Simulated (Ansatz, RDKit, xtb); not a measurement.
# Isomers of C4H8N2Si, a sample narrowed down

A sample of isomers of C4H8N2Si is drawn. Aim: find which of them has the lowest free energy at 298.15 K, then its properties. The sample is small against all isomers, and the most stable one of this formula need not be in it.

The funnel: GFN2-xTB relaxations, single points with a density functional, relaxations at PBE0-D3(BJ)/def2-SVP, harmonic vibrations (at GFN2-xTB), and a last energy at a higher level. All values are calculated.

## (1) Drawing up candidates

Isomers were taken from a list of plausible structures; this is a sample, not all of them. That gives 6 candidates.

```
label               SMILES     spin
 c171       Nn1cccc1[SiH3]  singlet
 c676    Nc1c[nH]cc1[SiH3]  singlet
 c815     Nn1ccc([SiH3])c1  singlet
 c832    Nc1cc[nH]c1[SiH3]  singlet
 c936  Nc1c[nH]c([SiH3])c1  singlet
 c989     Nc1ccn([SiH3])c1  singlet
```

Candidates are built by distance geometry, with a force field where one applies, in up to four conformers (letters a to d).

Q: Predict the outcome of this search (final energies at CCSD(T)/def2-SVP + MP2/def2-TZVPP - MP2/def2-SVP).

| quantity | value |
| --- | --- |
| lowest structure found | Nc1ccn([SiH3])c1, singlet |
| next finalist | Nc1c[nH]cc1[SiH3], singlet, 8.5 kcal/mol higher in G |
| share at equilibrium, among the finalists | 100.0 % |

The lowest structure found is `Nc1ccn([SiH3])c1`. The margin of 8.5 kcal/mol over the next finalist is beyond the usual error of the last level; it says nothing of structures that weren't ranked. GFN2-xTB, HF/STO-3G, r2SCAN-D4/def2-SVP, PBE0-D3(BJ)/def2-SVP, HF/def2-SVP and MP2/def2-SVP already put its bonding pattern lowest among the structures in one piece. The search is not exhaustive (a finite list of starts, one conformer a finalist), so a lower isomer can't be ruled out. Only 6 drawn patterns were tried, so whole families of isomers are missing, and the result ranks this sample alone. The lowest isomer need not be the one that is made and kept in a bottle, which depends on barriers.
